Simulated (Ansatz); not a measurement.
# ZnGa4: a short molecular-dynamics run

A trajectory of ZnGa4, an element-swapped structure with 10 atoms that was not relaxed first: 60 steps of 0.5 fs under a Langevin thermostat at 300 K.

Method: DFT PBE, plane waves, PAW, scalar-relativistic, no spin polarisation, in Ansatz 0.2.0.

## Step 1: The system as given

The cell holds 10 atoms (Ga8Zn2): a = 5.552 Å, b = 6.474 Å, c = 5.441 Å, α = 90.00°, β = 109.05°, γ = 90.00°.

Structure file:

```xyz
10
Lattice="5.5524 0.0000 0.0000 0.0000 6.4738 0.0000 -1.7759 0.0000 5.1430" Properties=species:S:1:pos:R:3 pbc="T T T"
Zn    2.3322    2.1841    1.2857
Zn    1.4443    4.2898    3.8572
Ga    1.5173    3.9251    0.0149
Ga    3.1471    3.9251    2.5566
Ga    2.2592    2.5487    5.1280
Ga    0.6294    2.5487    2.5864
Ga    1.3151    0.8902    0.1198
Ga    3.3494    0.8902    2.4516
Ga    2.4614    5.5837    5.0231
Ga    0.4271    5.5837    2.6913
```

## Step 2: Molecular dynamics

input.yaml reads:

```yaml
crystal:
  lattice:
    - [5.552388, 0.0, 0.0]
    - [0.0, 6.473836, 0.0]
    - [-1.775886, 0.0, 5.142957]
  atoms:
    - { symbol: Zn, position: [0.5, 0.33737, 0.25] }
    - { symbol: Zn, position: [0.5, 0.66263, 0.75] }
    - { symbol: Ga, position: [0.2742, 0.6063, 0.0029] }
    - { symbol: Ga, position: [0.7258, 0.6063, 0.4971] }
    - { symbol: Ga, position: [0.7258, 0.3937, 0.9971] }
    - { symbol: Ga, position: [0.2742, 0.3937, 0.5029] }
    - { symbol: Ga, position: [0.2443, 0.1375, 0.0233] }
    - { symbol: Ga, position: [0.7557, 0.1375, 0.4767] }
    - { symbol: Ga, position: [0.7557, 0.8625, 0.9767] }
    - { symbol: Ga, position: [0.2443, 0.8625, 0.5233] }
kpoints:
  mp_grid: { grid: [3, 3, 3] }
magnetization:
  spin_polarized: false
scf:
  occupations: { method: cold, width: 0.15 }
hamiltonian:
  pseudopotentials: { kind: paw }
  xc: pbe
basis:
  ecutwfc: 420
md:
  timestep: 0.5
  n_steps: 60
  ensemble: nvt_langevin
  temperature: 300.0
  initial_velocities: maxwell_boltzmann
  seed: 83504
```

On the command line:

```sh
ansatz run input.yaml --threads 2 --pin off --max-ram 2560MiB --backend cpu --events-out ev --progress --plain --runs-dir out
```

The program printed, shortened:

```text
Warning: md: disabling space-group detection — thermal motion breaks the input geometry's symmetry, so no spatial operation reduces the k-mesh or symmetrises the density; time reversal is kept, so that k and −k are solved as one point where they differ and the mesh holds both, and exact [...]
Warning: RAYON_NUM_THREADS=2 ignored (pool sized by the plan → 2); use --threads N
[...]
Pseudopotentials: kind: paw
Pseudopotential: Zn, paw, valence charge 12, recommended cutoff 420 eV (normal), Zn.paw.azcp
Pseudopotential: Ga, paw, valence charge 13, recommended cutoff 420 eV (normal), Ga.paw.azcp
Functional definition: PBE
[...]
Crystal: 10 atoms, lattice volume = 184.865 Å³
Basis set: ecut = 420 eV, 3619 PW (Γ), exchange–correlation on 80×90×80 points (8 copies of the dense FFT grid, shifted against one another)
Bands: 77, of which v1, the nominal top of the filled ones, is band 64 counted from 1 (63 counted from 0)
Symmetry: 1 space group operations
k-points: 14 of 27 (time reversal used)
[...]
SCF iter   1: F=—  HF=-36892.485187 eV  |F-HF|=—  |Δ(HF+E_count)|=         —  Δρ=5.21e-3  dr2=1.64e-1  ethr=1.77e-3  ⟨swp⟩=6.8  Hψ=4003  notcnv=0
[...]
md step     0: t =     0.00 fs  T =   270.0 K  F+E_penalty+E_count = -36892.45179894 eV  E_kin = 0.349002 eV  (11 SCF iters)
[...]
md step     1: t =     0.50 fs  T =   277.1 K  F+E_penalty+E_count = -36892.45343583 eV  E_kin = 0.358162 eV  (6 SCF iters)
[...]
SCF iter   4: F=—  HF=-36892.465236 eV  |F-HF|=—  |Δ(HF+E_count)|=   1.00e-7  S|Δr|=    0.00e0  Δρ=6.93e-6  dr2=7.14e-8  ethr=2.42e-10  ⟨swp⟩=2.0  Hψ=1976  notcnv=0
```

## Step 3: The output, continued

Output, continued, shortened:

```text
SCF iter   5: F=—  HF=-36892.465236 eV  |F-HF|=—  |Δ(HF+E_count)|=   1.62e-8  S|Δr|=    0.00e0  Δρ=3.38e-6  dr2=1.55e-8  ethr=5.58e-11  ⟨swp⟩=2.0  Hψ=1969  notcnv=0
[...]
md step     2: t =     1.00 fs  T =   295.3 K  F+E_penalty+E_count = -36892.46523614 eV  E_kin = 0.381768 eV  (6 SCF iters)
[...]
md step    16: t =     8.00 fs  T =   971.8 K  F+E_penalty+E_count = -36893.43043273 eV  E_kin = 1.256118 eV  (3 SCF iters)
[...]
md step    30: t =    15.00 fs  T =  2206.0 K  F+E_penalty+E_count = -36895.29847808 eV  E_kin = 2.851416 eV  (7 SCF iters)
[...]
md step    44: t =    22.00 fs  T =  3503.2 K  F+E_penalty+E_count = -36897.24581424 eV  E_kin = 4.528213 eV  (3 SCF iters)
[...]
md step    58: t =    29.00 fs  T =  4364.1 K  F+E_penalty+E_count = -36898.81872832 eV  E_kin = 5.641075 eV  (3 SCF iters)
[...]
Stability not checked: this state was not tested for a lower state beside it, because cold or Methfessel-Paxton smearing, or corrected tetrahedra, fill the levels in a way that the test cannot read (fill_not_monotonic; see scf.lower_state_search)
Free energy (F): -36898.995095 eV
[...]
E sigma→0 (E₀):  -36898.997491 eV
Entropy (-TS):   0.007189 eV (0.719 meV/atom)
Fermi energy:    9.540870 eV
[...]
--- Forces (eV/Å), atoms counted from 1 ---
  atom   1  Zn    -0.02681025    -1.07301395    -0.04969478
  atom   2  Zn     0.30063832     1.31973391    -0.76880652
  atom   3  Ga    -2.71179437     1.08357134     0.19106969
  atom   4  Ga     1.62360840     0.84492218     0.18702502
  atom   5  Ga     2.29208483    -1.36774190     0.17008946
  atom   6  Ga    -1.94144313    -0.86192227    -0.01532182
  atom   7  Ga    -0.35758355    -0.48166972    -0.67885193
  atom   8  Ga     0.44768925    -0.68471162     0.82140354
[...]
--- MD trajectory: 60 steps, t = 0.0 → 30.0 fs ---
  final state: T = 4407.3 K   F+E_penalty+E_count = -36898.99509496 eV   E_kin = 5.696918 eV
```

It took 12 min on 2 threads of Arm Neoverse N1, shared host; peak memory 0.81 GiB.

## Step 4: What the atoms did

One step in 3; energies are changes from step 0; msd is the mean square displacement from the start, the centre of mass held:

```tsv
time (fs)	T (K)	potential energy change (meV/atom)	msd Ga (Å²)	msd Zn (Å²)
0.0	270	0.0	0.000	0.000
1.5	295	-3.4	0.000	0.000
3.0	357	-14.3	0.000	0.000
4.5	517	-32.7	0.000	0.000
6.0	702	-57.2	0.000	0.001
7.5	878	-86.9	0.001	0.002
9.0	1164	-121.6	0.001	0.002
10.5	1370	-159.9	0.002	0.003
12.0	1571	-200.3	0.003	0.004
13.5	1861	-242.0	0.005	0.006
15.0	2206	-284.7	0.006	0.007
16.5	2548	-327.8	0.009	0.009
18.0	2779	-370.5	0.012	0.011
19.5	3132	-412.6	0.016	0.013
21.0	3355	-453.4	0.020	0.015
22.5	3606	-492.1	0.026	0.018
24.0	3913	-529.2	0.032	0.020
25.5	4137	-564.5	0.039	0.023
27.0	4271	-597.3	0.047	0.025
28.5	4283	-627.4	0.057	0.028
30.0	4407	-654.3	0.067	0.030
```

time (fs), T (K) and a bar:
```
      0.0        270 
      1.5        295 
      2.5        314 
      4.0        478 ##
      5.0        568 ##
      6.5        798 ####
      8.0        972 #####
      9.0       1164 ######
     10.5       1370 ########
     11.5       1487 #########
     13.0       1798 ###########
     14.5       2096 #############
     15.5       2306 ###############
     17.0       2620 #################
     18.5       2925 ###################
     19.5       3132 #####################
     21.0       3355 ######################
     22.0       3503 #######################
     23.5       3801 ##########################
     25.0       4069 ############################
     26.0       4206 #############################
     27.5       4321 #############################
     28.5       4283 #############################
     30.0       4407 ##############################
```

## Step 5: Snapshots as a file

Positions (Å) and forces (eV/Å):

```xyz
10
Lattice="5.552 0.000 0.000 0.000 6.474 0.000 -1.776 0.000 5.143" Properties=species:S:1:pos:R:3:forces:R:3 pbc="T T T" time_fs=4.0 T=478 dE=-0.2580
Zn    2.328    2.192    1.284   -0.090    3.415   -0.168
Zn    1.442    4.287    3.884    0.104   -3.281   -0.545
Ga    1.516    3.938    0.011   -3.916    0.938    1.105
Ga    3.154    3.931    2.556    3.444    1.059   -0.769
Ga    2.267    2.539    5.125    3.641   -1.099   -0.854
Ga    0.630    2.548    2.592   -3.636   -0.974    0.940
Ga    1.313    0.884    0.111   -3.387   -3.910   -3.701
Ga    3.346    0.890    2.447    3.495   -4.061    3.805
Ga    2.474    5.585    5.027    3.644    4.158    3.840
Ga    0.415    5.577    2.687   -3.299    3.754   -3.651
10
Lattice="5.552 0.000 0.000 0.000 6.474 0.000 -1.776 0.000 5.143" Properties=species:S:1:pos:R:3:forces:R:3 pbc="T T T" time_fs=7.5 T=878 dE=-0.8685
Zn    2.325    2.206    1.282   -0.159    2.906   -0.306
Zn    1.441    4.280    3.908    0.186   -2.756   -0.968
Ga    1.508    3.949    0.012   -4.051    0.920    1.178
Ga    3.167    3.940    2.554    3.187    1.096   -0.609
Ga    2.281    2.530    5.122    3.544   -1.196   -0.742
Ga    0.625    2.544    2.602   -3.517   -0.956    0.912
Ga    1.303    0.872    0.096   -3.035   -3.500   -3.324
Ga    3.349    0.883    2.447    3.243   -3.799    3.528
Ga    2.490    5.592    5.037    3.525    3.995    3.617
Ga    0.401    5.577    2.677   -2.921    3.290   -3.286
10
Lattice="5.552 0.000 0.000 0.000 6.474 0.000 -1.776 0.000 5.143" Properties=species:S:1:pos:R:3:forces:R:3 pbc="T T T" time_fs=11.0 T=1465 dE=-1.7329
Zn    2.323    2.225    1.279   -0.165    2.153   -0.331
Zn    1.442    4.268    3.929    0.249   -1.953   -1.232
Ga    1.495    3.960    0.016   -4.093    0.967    1.144
Ga    3.185    3.952    2.553    2.946    1.103   -0.469
Ga    2.301    2.523    5.116    3.431   -1.315   -0.581
Ga    0.616    2.539    2.615   -3.348   -0.972    0.814
Ga    1.290    0.855    0.074   -2.598   -2.993   -2.858
Ga    3.357    0.870    2.454    2.840   -3.348    3.096
Ga    2.510    5.606    5.054    3.199    3.613    3.223
Ga    0.383    5.584    2.661   -2.460    2.745   -2.807
10
Lattice="5.552 0.000 0.000 0.000 6.474 0.000 -1.776 0.000 5.143" Properties=species:S:1:pos:R:3:forces:R:3 pbc="T T T" time_fs=15.0 T=2206 dE=-2.8467
Zn    2.320    2.251    1.273   -0.094    1.198   -0.277
Zn    1.441    4.250    3.950    0.376   -0.916   -1.326
Ga    1.472    3.973    0.024   -4.029    1.058    1.003
Ga    3.211    3.965    2.551    2.664    1.110   -0.280
Ga    2.327    2.512    5.105    3.277   -1.436   -0.380
Ga    0.601    2.535    2.627   -3.139   -1.010    0.651
Ga    1.273    0.832    0.047   -2.091   -2.405   -2.324
Ga    3.374    0.851    2.467    2.304   -2.722    2.529
Ga    2.536    5.632    5.081    2.654    2.988    2.641
Ga    0.356    5.599    2.641   -1.922    2.135   -2.236
10
Lattice="5.552 0.000 0.000 0.000 6.474 0.000 -1.776 0.000 5.143" Properties=species:S:1:pos:R:3:forces:R:3 pbc="T T T" time_fs=19.0 T=3055 dE=-3.9867
Zn    2.320    2.281    1.268   -0.051    0.314   -0.186
Zn    1.444    4.230    3.969    0.468   -0.004   -1.306
Ga    1.441    3.991    0.032   -3.843    1.129    0.805
Ga    3.245    3.981    2.549    2.380    1.085   -0.100
Ga    2.360    2.498    5.096    3.094   -1.510   -0.193
Ga    0.576    2.531    2.637   -2.876   -1.019    0.453
Ga    1.255    0.805    0.013   -1.583   -1.810   -1.802
Ga    3.396    0.827    2.486    1.753   -2.083    1.970
Ga    2.564    5.664    5.116    2.067    2.328    2.057
Ga    0.325    5.618    2.617   -1.409    1.570   -1.700
10
Lattice="5.552 0.000 0.000 0.000 6.474 0.000 -1.776 0.000 5.143" Properties=species:S:1:pos:R:3:forces:R:3 pbc="T T T" time_fs=22.5 T=3606 dE=-4.9211
Zn    2.319    2.307    1.265   -0.007   -0.315   -0.139
Zn    1.448    4.214    3.983    0.473    0.600   -1.192
Ga    1.409    4.009    0.040   -3.577    1.162    0.599
Ga    3.278    3.995    2.548    2.153    1.037    0.028
Ga    2.395    2.482    5.089    2.872   -1.517   -0.037
Ga    0.546    2.523    2.645   -2.621   -0.989    0.297
Ga    1.239    0.780   -0.021   -1.167   -1.324   -1.387
Ga    3.418    0.802    2.503    1.309   -1.573    1.539
Ga    2.591    5.696    5.149    1.565    1.775    1.583
Ga    0.293    5.638    2.594   -0.999    1.143   -1.290
10
Lattice="5.552 0.000 0.000 0.000 6.474 0.000 -1.776 0.000 5.143" Properties=species:S:1:pos:R:3:forces:R:3 pbc="T T T" time_fs=26.0 T=4206 dE=-5.7579
Zn    2.319    2.332    1.260   -0.010   -0.762   -0.085
Zn    1.453    4.198    3.993    0.399    1.035   -1.007
Ga    1.368    4.029    0.048   -3.204    1.160    0.377
Ga    3.314    4.008    2.548    1.920    0.965    0.128
Ga    2.434    2.464    5.080    2.630   -1.478    0.085
Ga    0.508    2.515    2.653   -2.321   -0.941    0.133
Ga    1.220    0.753   -0.056   -0.784   -0.901   -1.029
Ga    3.441    0.776    2.521    0.899   -1.129    1.177
Ga    2.618    5.731    5.185    1.079    1.270    1.150
Ga    0.260    5.659    2.571   -0.608    0.780   -0.930
10
Lattice="5.552 0.000 0.000 0.000 6.474 0.000 -1.776 0.000 5.143" Properties=species:S:1:pos:R:3:forces:R:3 pbc="T T T" time_fs=30.0 T=4407 dE=-6.5433
Zn    2.320    2.358    1.256   -0.027   -1.073   -0.050
Zn    1.459    4.182    4.002    0.301    1.320   -0.769
Ga    1.316    4.054    0.056   -2.712    1.084    0.191
Ga    3.358    4.025    2.551    1.624    0.845    0.187
Ga    2.480    2.441    5.071    2.292   -1.368    0.170
Ga    0.458    2.504    2.661   -1.941   -0.862   -0.015
Ga    1.196    0.721   -0.096   -0.358   -0.482   -0.679
Ga    3.467    0.743    2.543    0.448   -0.685    0.821
Ga    2.649    5.770    5.227    0.550    0.773    0.718
Ga    0.221    5.684    2.547   -0.176    0.447   -0.575
```

## Step 6: Summary of results

```
                             quantity                             value
                               length                60 steps of 0.5 fs
     temperature, first and last step                    270 and 4407 K
             temperature, second half  mean 3532 K, from 2206 to 4407 K
        potential energy, second half      -484 meV/atom from the start
mean square displacement, second half             Ga 0.030, Zn 0.018 Å²
```

**Reading.** Against a set 300 K the second half averages 3532 K, going from 2206 to 4407 K over that half; the potential energy of that half lies 484 meV/atom under the start, so the atoms have moved to lower-lying arrangements, and the energy set free heats the cell. No atom gets farther than 0.32 Å from its start, with the drift of the whole removed, against a typical distance of 2.0 Å between sites at the start. 30 fs on 10 atoms is far too short and small for converged averages.
